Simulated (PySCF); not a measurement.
# CH6OSeSi: the cost of one run

Computed with PySCF 2.14.0, with density-fitted response routines of our own, on a single molecule in the gas phase. Atoms are numbered from 0 throughout.

### 1 The molecule as given

10 atoms, charge 0, multiplicity 1; geometry from: GFN2-xTB. The atoms were then displaced at random by about 0.01 Å, so the start is not that level's minimum.

Bonds of the start (Å): C0–O1 1.37, O1–Si2 1.61, Si2–Se3 2.31, C0–H4 1.12, C0–H5 1.10, C0–H6 1.07, Si2–H7 1.46, Si2–H8 1.49, Se3–H9 1.44.

### 2 Geometry optimisation at PBE0-D3(BJ)/def2-SVP

Job settings and geometry (Å):

```
{"job": {"xc": "PBE0", "basis": "def2-SVP", "d3": "d3bj", "grid": 1, "shake": 0.01, "kind": "geom"}, "charge": 0, "multiplicity": 1}
C     -1.463720    -0.610260    -0.156310
O     -0.100700    -0.463450    -0.143160
Si     0.734600     0.863610     0.216510
Se     2.893460     0.070820    -0.000070
H     -1.934860     0.145550    -0.840080
H     -1.900990    -0.440180     0.837920
H     -1.715250    -1.589190    -0.513510
H      0.538860     1.957520    -0.728400
H      0.519750     1.320090     1.614850
H      2.479280    -1.275430    -0.308810
```

Started as:

```bash
$ OMP_NUM_THREADS=1 python probes_run.py task.json out
```

The driver reads the jobs from task.json and runs them one after another.

**Question.** How long does this first job take on 1 thread of Arm Neoverse V2, shared host, and how much memory does it need?

About 72 s, with a peak of 0.44 GiB.
